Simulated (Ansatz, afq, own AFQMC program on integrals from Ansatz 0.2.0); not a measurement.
# GeH2− (doublet): AFQMC on the coupled-cluster ladder at distance Ge1–H3 = 4.340 Å, aug-cc-pVDZ

Aim: compute GeH2− (doublet) with auxiliary-field quantum Monte Carlo on the same integrals as coupled cluster, and set the energies side by side.

The runs use Ansatz 0.2.0, Gaussian basis, and an in-house AFQMC program (afq) on its integrals; all values are calculated; aug-cc-pVDZ, frozen cores.

Plan: PBE (unrestricted); r2SCAN (unrestricted); PBE0 (unrestricted); B3LYP (unrestricted); wB97M-V (unrestricted); B2PLYP (unrestricted); CCSD(T) on UHF; CCSDT(Q) on UHF; Phaseless AFQMC, CISD trial on UHF; Phaseless AFQMC, single-determinant trial on UHF; CCSD(T) on ROHF; CCSDT(Q) on ROHF; Phaseless AFQMC, CISD trial on ROHF; Phaseless AFQMC, single-determinant trial on ROHF.

**1. The system**

The geometry derives from a PBE0/def2-TZVPD stationary point (not a proven minimum). One bond is set to the value named and the two fragments are kept rigid. No spin-orbit coupling is included. The filled d shell of Ge may be among the frozen orbitals whatever the setting's name suggests; the logs give the count.

3 atoms, charge -1, spin multiplicity 2.

Atoms are counted from 1 here; the program's logs count them from 0.

Bond lengths: Ge1–H2 1.624 Å.

**2. PBE (unrestricted)**

File in.yaml:

```yaml
crystal:
  periodic: [false, false, false]
  atoms:
    - {symbol: Ge, position_ang: [0.000000, -0.056452, -0.026146]}
    - {symbol: H, position_ang: [0.000000, 1.082343, -1.184574]}
    - {symbol: H, position_ang: [0.000000, 2.986034, 3.068831]}
basis:
  gaussian: {orbitals: aug-cc-pVDZ}
total_charge: -1
magnetization: {spin_polarized: true, initial_magnetization: 1}
hamiltonian: {xc: {name: PBE}}
output: {orbitals: {seedname: orbitals}}
```

Started as:

```bash
$ ansatz run in.yaml --threads 1 --pin off --events-out ev --progress --plain --max-ram 1382MiB
```

What it wrote:

```text
Functional definition: PBE
  name "PBE"
  cite "Perdew, Burke & Ernzerhof, Phys. Rev. Lett. 77, 3865 (1996) doi:10.1103/PhysRevLett.77.3865"
  parent pbe
  parameter kappa = 0.804
  parameter beta = 0.06672455060314922
  exchange = pbe_x(kappa = kappa, mu = beta*pi^2/3)
  correlation = pbe_c(beta = beta)
573 factors; their error is unknown
mean field evaluation 1: about -56534.4760 eV, gradient 1.7e1 eV
mean field evaluation 2: about -56515.5262 eV, gradient 3.1e1 eV
mean field evaluation 4: about -56537.2734 eV, gradient 5.9e0 eV
mean field evaluation 8: about -56537.6069 eV, gradient 6.1e0 eV
mean field evaluation 16: about -56537.1145 eV, gradient 5.3e0 eV
mean field evaluation 32: about -56537.5391 eV, gradient 1.8e0 eV
mean field evaluation 64: about -56538.1689 eV, gradient 3.1e0 eV
mean field evaluation 96: about -56537.5391 eV, gradient 1.8e0 eV
mean field -56538.36082979 eV, -2077.7464374174 hartree, gradient 1.6e-5 eV, S^2 1.238644; 12 other end points of the search recorded, 0 dependent functions left out
reference -56538.36087767 eV, -2077.7464391770 hartree; 18, 17 occupied and 36, 37 virtual orbitals, 573 factors
Total energy: -56538.36087767 eV, -2077.7464391770 hartree
```

Run time: 11 s. Hardware: 1 thread of Arm Neoverse V1, shared host.

From the report: ⟨S²⟩ of the determinant 1.239 (pure doublet: 0.75).

**3. r2SCAN (unrestricted)**

Edit in.yaml of step 2 so:

```diff
@@ -10,3 +10,2 @@
 magnetization: {spin_polarized: true, initial_magnetization: 1}
-hamiltonian: {xc: {name: PBE}}
-output: {orbitals: {seedname: orbitals}}
+hamiltonian: {xc: {name: r2SCAN}}
```

The command is unchanged.

What it wrote, shortened:

```text
Functional definition: r2SCAN
  name "r2SCAN"
  cite "Furness, Kaplan, Ning, Perdew & Sun, J. Phys. Chem. Lett. 11, 8208 (2020) doi:10.1021/acs.jpclett.0c02405"
  cite "Furness, Kaplan, Ning, Perdew & Sun, J. Phys. Chem. Lett. 11, 9248 (2020) doi:10.1021/acs.jpclett.0c03077"
  parent r2scan
[...]
573 factors; their error is unknown
[...]
mean field -56546.63863620 eV, -2078.0506411921 hartree, gradient 2.3e-6 eV, S^2 1.381050; 13 other end points of the search recorded, 0 dependent functions left out
reference -56546.63869031 eV, -2078.0506431804 hartree; 18, 17 occupied and 36, 37 virtual orbitals, 573 factors
Total energy: -56546.63869031 eV, -2078.0506431804 hartree
```

Run time: 24 s. Hardware: 1 thread of Arm Neoverse V1, shared host.

From the report: ⟨S²⟩ of the determinant 1.381 (pure doublet: 0.75). The determinant is far from a pure spin state, so its energy mixes those of several spin states (harmless only where they are near-degenerate, as at dissociation).

**4. PBE0 (unrestricted)**

Edit in.yaml of step 3 so:

```diff
@@ -10,2 +10,3 @@
 magnetization: {spin_polarized: true, initial_magnetization: 1}
-hamiltonian: {xc: {name: r2SCAN}}
+hamiltonian: {xc: {name: PBE0}}
+output: {orbitals: {seedname: orbitals}}
```

The command is unchanged.

What it wrote, shortened:

```text
Functional definition: PBE0
  name "PBE0"
  cite "Adamo & Barone, J. Chem. Phys. 110, 6158 (1999) doi:10.1063/1.478522"
  cite "Perdew, Burke & Ernzerhof, Phys. Rev. Lett. 77, 3865 (1996) doi:10.1103/PhysRevLett.77.3865"
  parent pbe
[...]
576 factors; integrals over basis functions are off by at most 8.0e-4 eV
[...]
mean field -56539.63642926 eV, -2077.7933148334 hartree, gradient 4.0e-6 eV, S^2 1.354844; 10 other end points of the search recorded, 0 dependent functions left out
reference -56539.63646653 eV, -2077.7933162030 hartree; 18, 17 occupied and 36, 37 virtual orbitals, 576 factors
Total energy: -56539.63646653 eV, -2077.7933162030 hartree
```

Wall time 11 s (1 thread of Arm Neoverse V1, shared host).

From the report: ⟨S²⟩ of the determinant 1.355 (pure doublet: 0.75). The determinant is far from a pure spin state, so its energy mixes those of several spin states (harmless only where they are near-degenerate, as at dissociation).

**5. B3LYP (unrestricted)**

Edit in.yaml of step 4 so:

```diff
@@ -10,3 +10,2 @@
 magnetization: {spin_polarized: true, initial_magnetization: 1}
-hamiltonian: {xc: {name: PBE0}}
-output: {orbitals: {seedname: orbitals}}
+hamiltonian: {xc: {name: B3LYP}}
```

Same command.

What it wrote, shortened:

```text
Functional definition: B3LYP
  name "B3LYP"
  cite "Stephens, Devlin, Chabalowski & Frisch, J. Phys. Chem. 98, 11623 (1994) doi:10.1021/j100096a001"
  cite "Becke, Phys. Rev. A 38, 3098 (1988) doi:10.1103/PhysRevA.38.3098"
  cite "Lee, Yang & Parr, Phys. Rev. B 37, 785 (1988) doi:10.1103/PhysRevB.37.785"
  cite "Vosko, Wilk & Nusair, Can. J. Phys. 58, 1200 (1980) doi:10.1139/p80-159"
[...]
576 factors; integrals over basis functions are off by at most 8.0e-4 eV
[...]
mean field -56548.48427391 eV, -2078.1184671267 hartree, gradient 1.1e-5 eV, S^2 1.260172; 13 other end points of the search recorded, 0 dependent functions left out
reference -56548.48448944 eV, -2078.1184750474 hartree; 18, 17 occupied and 36, 37 virtual orbitals, 576 factors
Total energy: -56548.48448944 eV, -2078.1184750474 hartree
```

It took 13 s on 1 thread of Arm Neoverse V1, shared host.

From the report: ⟨S²⟩ of the determinant 1.260 (pure doublet: 0.75). The determinant is far from a pure spin state, so its energy mixes those of several spin states (harmless only where they are near-degenerate, as at dissociation).

**6. wB97M-V (unrestricted)**

Edit in.yaml of step 5 so:

```diff
@@ -10,2 +10,3 @@
 magnetization: {spin_polarized: true, initial_magnetization: 1}
-hamiltonian: {xc: {name: B3LYP}}
+hamiltonian: {xc: {name: wB97M-V}}
+output: {orbitals: {seedname: orbitals}}
```

Same command.

What it wrote, shortened:

```text
Functional definition: wB97M-V
  name "wB97M-V"
  cite "Mardirossian & Head-Gordon, J. Chem. Phys. 144, 214110 (2016) doi:10.1063/1.4952647"
  cite "Becke, J. Chem. Phys. 107, 8554 (1997) doi:10.1063/1.475007"
  cite "Vydrov & Van Voorhis, J. Chem. Phys. 133, 244103 (2010) doi:10.1063/1.3521275"
  # Of w^i u^j: cxij and so on, Table III.
[...]
  gx(w, u) = 1 - cx + cx01*u + cx10*w
  gss(w, u) = css00 + css04*u^4 + css10*w + css20*w^2 + css43*w^4*u^3
  gos(w, u) = cos00 + cos10*w + (cos20 + cos21*u)*w^2 + (cos60 + cos61*u)*w^6
[...]
      + integral(e_c_pw_mod_opposite_spin*gos(b97_w_opposite, b97_u_opposite)) + vv10(b, c)
576 factors; integrals over basis functions are off by at most 8.0e-4 eV
210 factors; integrals over basis functions are off by at most 1.6e-4 eV
[...]
mean field -56543.16870577 eV, -2077.9231236008 hartree, gradient 1.9e-5 eV, S^2 1.356369; 9 other end points of the search recorded, 0 dependent functions left out
reference -56543.16875036 eV, -2077.9231252396 hartree; 18, 17 occupied and 36, 37 virtual orbitals, 576 factors
Total energy: -56543.16875036 eV, -2077.9231252396 hartree
```

Run time: 43 s. Hardware: 1 thread of Arm Neoverse V1, shared host.

From the report: ⟨S²⟩ of the determinant 1.356 (pure doublet: 0.75). The determinant is far from a pure spin state, so its energy mixes those of several spin states (harmless only where they are near-degenerate, as at dissociation).

**7. B2PLYP (unrestricted)**

Edit in.yaml of step 6 so:

```diff
@@ -10,3 +10,3 @@
 magnetization: {spin_polarized: true, initial_magnetization: 1}
-hamiltonian: {xc: {name: wB97M-V}}
-output: {orbitals: {seedname: orbitals}}
+hamiltonian: {xc: {name: B2PLYP}}
+correlation: {electrons: outside_noble_gas}
```

Same command.

What it wrote, shortened:

```text
Functional definition: B2PLYP
  name "B2PLYP"
  cite "Grimme, J. Chem. Phys. 124, 034108 (2006) doi:10.1063/1.2148954"
  cite "Becke, Phys. Rev. A 38, 3098 (1988) doi:10.1103/PhysRevA.38.3098"
  cite "Lee, Yang & Parr, Phys. Rev. B 37, 785 (1988) doi:10.1103/PhysRevB.37.785"
[...]
576 factors; integrals over basis functions are off by at most 8.0e-4 eV
[...]
mean field -56534.47181194 eV, -2077.6035186474 hartree, gradient 3.5e-6 eV, S^2 1.458600; 12 other end points of the search recorded, 0 dependent functions left out
14 core orbitals not correlated: weight in the atoms' cores, before any rotation towards them, 0.999 or more for the frozen orbitals, at most 0.000 for the correlated occupied ones
reference -56534.47194458 eV, -2077.6035235218 hartree; 4, 3 occupied and 36, 37 virtual orbitals, 576 factors
second order -2.99114623 eV of doubles, -0.00000000 eV of singles
Total energy: -56535.27955406 eV, -2077.6332026229 hartree
```

Run time: 10 s. Hardware: 1 thread of Arm Neoverse V1, shared host.

From the report: ⟨S²⟩ of the determinant 1.459 (pure doublet: 0.75). The determinant is far from a pure spin state, so its energy mixes those of several spin states (harmless only where they are near-degenerate, as at dissociation).

**8. CCSD(T) on UHF**

Edit in.yaml of step 7 so:

```diff
@@ -10,3 +10,2 @@
 magnetization: {spin_polarized: true, initial_magnetization: 1}
-hamiltonian: {xc: {name: B2PLYP}}
-correlation: {electrons: outside_noble_gas}
+correlation: {method: ccsd_t, electrons: outside_noble_gas, hamiltonian_folder: ham}
```

Same command.

What it wrote, shortened:

```text
Functional definition: HF
  name "HF"
  cite "Fock, Z. Phys. 61, 126 (1930) doi:10.1007/BF01340294"
  parent pbe
[...]
576 factors; integrals over basis functions are off by at most 8.0e-4 eV
[...]
mean field -56501.53844971 eV, -2076.3932399086 hartree, gradient 5.1e-6 eV, S^2 1.743695; 15 other end points of the search recorded, 0 dependent functions left out
determinant -56501.53844971 eV, -2076.3932399086 hartree, with singles and doubles -56504.25831637 eV, -2076.4931931646 hartree
determinant -56501.20426343 eV, -2076.3809587892 hartree, with singles and doubles -56504.01531793 eV, -2076.4842631367 hartree
determinant -56501.13412443 eV, -2076.3783812284 hartree, with singles and doubles -56503.86602103 eV, -2076.4787765767 hartree
determinant -56500.71005952 eV, -2076.3627971307 hartree, with singles and doubles -56504.24998519 eV, -2076.4928869994 hartree
[...]
determinant -56501.13412443 eV, -2076.3783812284 hartree, with singles and doubles -56503.87475165 eV, -2076.4790974214 hartree
determinant -56500.71005952 eV, -2076.3627971307 hartree, with singles and doubles -56504.26244978 eV, -2076.4933450649 hartree
determinant -56500.46867386 eV, -2076.3539263713 hartree, with singles and doubles -56503.83718351 eV, -2076.4777168174 hartree
14 core orbitals not correlated: weight in the atoms' cores, before any rotation towards them, 1.000 or more for the frozen orbitals, at most 0.000 for the correlated occupied ones
reference -56501.53844971 eV, -2076.3932399086 hartree; 4, 3 occupied and 36, 37 virtual orbitals, 576 factors
second order -2.11489814 eV of doubles, -0.00000000 eV of singles
cycle   1  -2.77264928 eV  change    7.1e-7 eV  update   7.1e-6
[...]
cycle   6  -2.77263140 eV  change    4.8e-6 eV  update   2.6e-6
perturbative correction -0.10461864 eV, -0.0038446642 hartree
Total energy: -56504.41569976 eV, -2076.4989768976 hartree
```

Run time: 19 s. Hardware: 1 thread of Arm Neoverse V1, shared host.

From the report: ⟨S²⟩ of the determinant 1.744 (pure doublet: 0.75); correlation -2.8773 eV; T1 0.077; largest double amplitude 0.07. The determinant is far from a pure spin state, so its energy mixes those of several spin states (harmless only where they are near-degenerate, as at dissociation).

This run also writes the integrals to the folder ham.

**9. CCSDT(Q) on UHF**

Edit in.yaml of step 8 so:

```diff
@@ -10,2 +10,2 @@
 magnetization: {spin_polarized: true, initial_magnetization: 1}
-correlation: {method: ccsd_t, electrons: outside_noble_gas, hamiltonian_folder: ham}
+correlation: {method: ccsdt_q, electrons: outside_noble_gas}
```

Same command.

What it wrote, shortened:

```text
Functional definition: HF
  name "HF"
  cite "Fock, Z. Phys. 61, 126 (1930) doi:10.1007/BF01340294"
  parent pbe
[...]
941 factors; integrals over basis functions are off by at most 1.6e-7 eV
[...]
mean field -56501.53847586 eV, -2076.3932408695 hartree, gradient 4.4e-6 eV, S^2 1.743695; 15 other end points of the search recorded, 0 dependent functions left out
determinant -56501.53847586 eV, -2076.3932408695 hartree, with singles and doubles -56504.25834370 eV, -2076.4931941691 hartree
determinant -56501.20429096 eV, -2076.3809598009 hartree, with singles and doubles -56504.01534765 eV, -2076.4842642289 hartree
determinant -56501.13415202 eV, -2076.3783822426 hartree, with singles and doubles -56503.86605020 eV, -2076.4787776488 hartree
determinant -56500.71008680 eV, -2076.3627981329 hartree, with singles and doubles -56504.25001577 eV, -2076.4928881234 hartree
[...]
determinant -56501.13415202 eV, -2076.3783822426 hartree, with singles and doubles -56503.87477851 eV, -2076.4790984085 hartree
determinant -56500.71008680 eV, -2076.3627981329 hartree, with singles and doubles -56504.26247658 eV, -2076.4933460496 hartree
determinant -56500.46870159 eV, -2076.3539273904 hartree, with singles and doubles -56503.83720982 eV, -2076.4777177844 hartree
14 core orbitals not correlated: weight in the atoms' cores, before any rotation towards them, 1.000 or more for the frozen orbitals, at most 0.000 for the correlated occupied ones
reference -56501.53847586 eV, -2076.3932408695 hartree; 4, 3 occupied and 36, 37 virtual orbitals, 941 factors
second order -2.11490116 eV of doubles, -0.00000000 eV of singles
cycle   1  -2.53306321 eV  change   -4.2e-1 eV  update   6.9e-2
[...]
cycle  80  -2.95298089 eV  change   -1.2e-7 eV  update   1.6e-7
perturbative correction -0.01670339 eV, -0.0006138383 hartree
Total energy: -56504.50816014 eV, -2076.5023747538 hartree
```

It took 55 s on 1 thread of Arm Neoverse V1, shared host.

From the report: ⟨S²⟩ of the determinant 1.744 (pure doublet: 0.75); correlation -2.9697 eV; T1 0.134; largest double amplitude 0.16. The determinant is far from a pure spin state, so its energy mixes those of several spin states (harmless only where they are near-degenerate, as at dissociation).

**10. Phaseless AFQMC, CISD trial on UHF**

It reads the integrals that the CCSD(T) run on this determinant wrote.

Started as:

```bash
$ afq ham --method phaseless --trial cisd --walkers 60 --populations 1 --least-time 40 --time-step 0.005 --steps-per-block 50 --equilibration-blocks 40 --max-blocks 300 --target-error 0.00064 --factor-cut 1e-05 --start spin_pure --seed 8152 --release-times 0.24,0.51,0.99,1.62,2.4 --release-step 0.03 --release-every 4 --taylor-order 6
```

What it wrote:

```text
orbitals 40  electrons 4 3  factors 287 of 576
reference energy -2076.39323991 Eh
CCSD correlation -0.10189217 Eh in 27 cycles, weight of the determinant in the CISD state 0.8239
energy of the start -2076.476930 Eh
 block  time / (1/Eh)  mean weight  energy / Eh
     1     0.250  1.0003  -2076.483292
     2     0.500  1.0005  -2076.488295
     3     0.750  1.0004  -2076.489802
     4     1.000  1.0010  -2076.490697
     5     1.250  0.9991  -2076.491793
     6     1.500  1.0003  -2076.492848
     7     1.750  1.0011  -2076.497454
     8     2.000  0.9998  -2076.499289
     9     2.250  0.9994  -2076.499263
    10     2.500  1.0001  -2076.501520
    15     3.750  1.0004  -2076.504503
    22     5.500  0.9987  -2076.509379
    29     7.250  0.9996  -2076.501528
    36     9.000  1.0013  -2076.505408
    43    10.750  1.0010  -2076.502405
    50    12.500  1.0007  -2076.498607
    57    14.250  1.0006  -2076.505737
    64    16.000  1.0007  -2076.499888
    71    17.750  1.0003  -2076.498838
    78    19.500  0.9988  -2076.497708
    85    21.250  0.9996  -2076.510179
    92    23.000  0.9992  -2076.514845
    99    24.750  0.9978  -2076.501828
   106    26.500  1.0002  -2076.496066
   113    28.250  0.9999  -2076.498193
   120    30.000  0.9991  -2076.506977
   127    31.750  0.9989  -2076.505694
   134    33.500  1.0018  -2076.504364
   141    35.250  0.9995  -2076.501302
   148    37.000  1.0011  -2076.504559
   155    38.750  1.0009  -2076.502865
   162    40.500  1.0002  -2076.498065
   169    42.250  1.0012  -2076.495591
   176    44.000  1.0005  -2076.501883
   183    45.750  1.0011  -2076.497687
   190    47.500  0.9966  -2076.505195
   197    49.250  1.0000  -2076.507160
   204    51.000  1.0004  -2076.501154
   211    52.750  1.0001  -2076.501743
   218    54.500  1.0011  -2076.499952
   225    56.250  1.0002  -2076.500368
   232    58.000  0.9998  -2076.499027
   239    59.750  0.9986  -2076.498716
   246    61.500  0.9993  -2076.502149
   253    63.250  1.0003  -2076.506533
   260    65.000  1.0002  -2076.498559
   267    66.750  1.0007  -2076.497551
   274    68.500  1.0000  -2076.505723
   281    70.250  1.0007  -2076.503040
   288    72.000  0.9999  -2076.503884
blocks merged  error / Eh  count
     1  0.000282  250
     2  0.000368  125
     4  0.000491  62
     8  0.000601  31
    16  0.000767  15
released: time / (1/Eh)  energy / Eh  error  mean overlap
  0.24  -2076.502751  0.000549  0.9974
  0.51  -2076.502681  0.000603  1.0049
  0.99  -2076.502097  0.000636  1.0047
  1.62  -2076.501404  0.000730  1.0180
  2.40  -2076.501909  0.000936  1.0220
energy -2076.502408 +/- 0.000601 Eh
```

Run time: 5.5 min. Hardware: 1 thread of Arm Neoverse V1, shared host.

Energy -56504.5091 ± 0.0164 eV. Caveats: constraint bias not in the error. The error still grows with block length (0.0134 to 0.0209 eV), so the bar may be too small.

**11. Phaseless AFQMC, single-determinant trial on UHF**

It reads the integrals that the CCSD(T) run on this determinant wrote.

Started as:

```bash
$ afq ham --method phaseless --trial hf --walkers 120 --populations 1 --least-time 40 --time-step 0.005 --steps-per-block 20 --equilibration-blocks 160 --max-blocks 600 --target-error 0.0019200000000000003 --factor-cut 1e-05 --start spin_pure --seed 5287 --taylor-order 6
```

What it wrote:

```text
orbitals 40  electrons 4 3  factors 287 of 576
reference energy -2076.39323991 Eh
CCSD correlation -0.10189217 Eh in 27 cycles, weight of the determinant in the CISD state 0.8239
energy of the start -2076.395771 Eh
 block  time / (1/Eh)  mean weight  energy / Eh
     1     0.100  0.9991  -2076.408996
     2     0.200  0.9998  -2076.419437
     3     0.300  1.0001  -2076.431127
     4     0.400  1.0008  -2076.441132
     5     0.500  1.0014  -2076.447149
     6     0.600  1.0002  -2076.455432
     7     0.700  1.0004  -2076.462327
     8     0.800  1.0011  -2076.467626
     9     0.900  0.9998  -2076.468457
    10     1.000  1.0010  -2076.474973
    15     1.500  1.0000  -2076.492154
    29     2.900  1.0009  -2076.492954
    43     4.300  0.9987  -2076.506392
    57     5.700  0.9991  -2076.501872
    71     7.100  0.9999  -2076.503079
    85     8.500  0.9987  -2076.500854
    99     9.900  0.9999  -2076.512402
   113    11.300  0.9995  -2076.515768
   127    12.700  0.9984  -2076.504140
   141    14.100  0.9991  -2076.511638
   155    15.500  1.0005  -2076.504214
   169    16.900  1.0005  -2076.493362
   183    18.300  0.9987  -2076.516026
   197    19.700  1.0006  -2076.502474
   211    21.100  1.0007  -2076.511408
   225    22.500  1.0005  -2076.503879
   239    23.900  0.9987  -2076.499574
   253    25.300  1.0009  -2076.516417
   267    26.700  1.0017  -2076.501776
   281    28.100  1.0007  -2076.509400
   295    29.500  0.9995  -2076.516601
   309    30.900  1.0011  -2076.502419
   323    32.300  1.0005  -2076.511787
   337    33.700  1.0003  -2076.500667
   351    35.100  1.0011  -2076.518013
   365    36.500  1.0007  -2076.518268
   379    37.900  0.9998  -2076.516801
   393    39.300  0.9997  -2076.500473
   407    40.700  0.9998  -2076.505001
   421    42.100  1.0003  -2076.504943
   435    43.500  0.9998  -2076.504589
   449    44.900  1.0007  -2076.503175
   463    46.300  1.0004  -2076.500595
   477    47.700  0.9999  -2076.503933
   491    49.100  1.0004  -2076.496186
   505    50.500  0.9997  -2076.504199
   519    51.900  1.0012  -2076.497714
   533    53.300  0.9997  -2076.511119
   547    54.700  0.9988  -2076.497237
blocks merged  error / Eh  count
     1  0.000375  400
     2  0.000511  200
     4  0.000684  100
     8  0.000878  50
    16  0.001036  25
    32  0.001132  12
energy -2076.505956 +/- 0.001036 Eh
```

Run time: 3.3 min. Hardware: 1 thread of Arm Neoverse V1, shared host.

Energy -56504.6056 ± 0.0282 eV. Caveats: constraint bias not in the error.

[end of part 1 of 2]
